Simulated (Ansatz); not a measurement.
# BeCdTeSe: the cost of one run

Program: Ansatz 0.2.0. Level of theory: DFT PBE, scalar-relativistic, plane waves, PAW. These are calculated values, not measurements.

1 further run of the same task is left out (it didn't finish).

## 1. The starting structure

It takes space group P4/nmm (No. 129, tetragonal). The conventional cell has a = 4.215 Å, b = 4.215 Å, c = 9.201 Å, α = 90.00°, β = 90.00°, γ = 90.00°. Around Be (site symmetry -4m2) lie 4 Se at 2.64 Å and 4 Be at 2.98 Å. Around Cd (site symmetry -4m2) lie 4 Te at 2.61 Å and 4 Cd at 2.98 Å. Around Te (site symmetry 4mm) lie 4 Cd at 2.61 Å. Around Se (site symmetry 4mm) lie 4 Be at 2.64 Å.

Coordinates:

```cif
data_structure
_symmetry_space_group_name_H-M 'P 1'
_symmetry_Int_Tables_number 1
_cell_length_a 4.2146
_cell_length_b 4.2146
_cell_length_c 9.2012
_cell_angle_alpha 90.000
_cell_angle_beta 90.000
_cell_angle_gamma 90.000
_cell_volume 163.44
loop_
_atom_site_label
_atom_site_type_symbol
_atom_site_fract_x
_atom_site_fract_y
_atom_site_fract_z
_atom_site_occupancy
Be1 Be 0.50000 0.50000 0.00000 1
Be2 Be 0.00000 0.00000 0.00000 1
Cd1 Cd 0.00000 0.00000 0.50000 1
Cd2 Cd 0.50000 0.50000 0.50000 1
Te1 Te 0.00000 0.50000 0.66788 1
Te2 Te 0.50000 0.00000 0.33212 1
Se1 Se 0.50000 0.00000 0.82747 1
Se2 Se 0.00000 0.50000 0.17253 1
```

A structure generator made this guess: species swapped into a database cell of EuCuSeF (P4/nmm, No. 129), with Te on the Eu sites, Be on the Cu sites and Cd on the F sites. Its size is a rough estimate.

## 2. Probe: one point on a coarse mesh

input.yaml

```yaml
crystal:
  lattice:
    - [4.21456903, 0.0, 0.0]
    - [0.0, 4.21456903, 0.0]
    - [0.0, 0.0, 9.20121638]
  atoms:
    - { symbol: Be, position: [0.5, 0.5, 0.0] }
    - { symbol: Be, position: [0.0, 0.0, 0.0] }
    - { symbol: Cd, position: [0.0, 0.0, 0.5] }
    - { symbol: Cd, position: [0.5, 0.5, 0.5] }
    - { symbol: Te, position: [0.0, 0.5, 0.66787797] }
    - { symbol: Te, position: [0.5, 0.0, 0.33212203] }
    - { symbol: Se, position: [0.5, 0.0, 0.82747] }
    - { symbol: Se, position: [0.0, 0.5, 0.17253] }
basis:
  ecutwfc: 420
kpoints:
  mp_grid: { grid: [4, 4, 2] }
hamiltonian:
  xc: pbe
scf:
  occupations: { method: gaussian, width: 0.1 }
  lower_state_search: "off"
output:
  forces: true
  stress: true
  eigenvalues: true
```

Started as:

```sh
$ ansatz run input.yaml --threads 1 --pin off --max-ram 2560MiB --backend cpu --events-out ev --progress --plain --runs-dir out
```

What time and memory should one allow on 1 thread of Intel Xeon at 2.50GHz (Skylake/Cascade Lake), shared host?

About 16 s, with a peak of 0.5 GiB.
